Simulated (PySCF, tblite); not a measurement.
**C6H9B2 radical: geometry, infrared bands and EPR parameters**

Aim: predict the infrared bands and EPR parameters of C6H9B2 radical (`C#CB/C=[C]\B(C)C`).

Computed with tblite 0.8.0 and PySCF 2.14.0, with density-fitted response routines of our own, on a single molecule in the gas phase. Atoms are numbered from 0 throughout.

**1. Starting geometry**

17 atoms, charge 0, multiplicity 2; geometry from: force field or distance geometry start.

Bonds of the start (Å): C0–C1 1.22, C1–B2 1.53, B2–C3 1.57, C3–C4 1.34, C4–B5 1.58, B5–C6 1.59, B5–C7 1.59, C0–H8 1.06, B2–H9 1.18, C3–H10 1.09, C6–H11 1.10, C6–H12 1.11, C6–H13 1.11, C7–H14 1.11, C7–H15 1.12, C7–H16 1.11.

**2. Optimising the geometry with GFN2-xTB**

Job settings and geometry (Å):

```
{"job": {"kind": "relax", "xc": "GFN2-xTB", "basis": "xTB"}, "charge": 0, "multiplicity": 2}
C      4.505500    -1.289800    -0.707500
C      3.622600    -0.633000    -0.192000
B      2.529400     0.185200     0.488200
C      1.019500    -0.091600     0.144500
C      0.062100     0.623100     0.745600
B     -1.479500     0.417200     0.472800
C     -1.999600    -0.697600    -0.538100
C     -2.500300     1.359400     1.247900
H      5.265200    -1.860500    -1.166000
H      2.806800     1.041000     1.253900
H      0.777600    -0.890400    -0.554400
H     -1.596500    -0.509000    -1.546200
H     -3.113600    -0.691000    -0.575400
H     -1.660200    -1.700600    -0.190600
H     -2.312900     2.422900     0.981400
H     -2.384000     1.222600     2.350200
H     -3.549200     1.104200     0.969000
```

On the command line:

```bash
$ OMP_NUM_THREADS=1 python probes_run.py task.json out
```

The driver reads the jobs from task.json and runs them one after another.

**Question.** This job is followed by: GFN2-xTB harmonic vibrations, gas phase; UKS B3LYP, pcH-1 on B C H, non-relativistic, mean-field spin-orbit, GIAO. Predict these results of the whole session: strongest single infrared mode (GFN2-xTB); zero-point energy (GFN2-xTB); g(iso) (B3LYP); ⟨S²⟩; largest a(iso) (averaged by class); surface potential, 1st and 99th percentile.

As calculated:

| quantity | value |
| --- | --- |
| strongest single infrared mode (GFN2-xTB) | 1225 cm⁻¹, 506 km/mol |
| zero-point energy (GFN2-xTB) | 79.5 kcal/mol |
| g(iso) (B3LYP) | 2.00225 |
| ⟨S²⟩ | 0.755 (exact 0.75) |
| largest a(iso) (averaged by class) | 1H on H10, 170.0 MHz |
| surface potential, 1st and 99th percentile | -0.67 V and 1.45 V |

What this shows: Over 175 steps the energy fell by 1.153 eV; of the close pairs, C4–B5 changed most, 1.579 to 1.465 Å. All 45 modes are real, so the xTB geometry is a minimum. The strongest single mode, at 1225 cm⁻¹, is carried by B5, C3, B2. GFN2-xTB is a fitted tight-binding method: band positions and strengths are rough. Its intensities can rank the bands wrongly. Most of the unpaired spin sits on C4 (0.78 e). The isotropic g lies 0.1 ppt below the free-electron value.
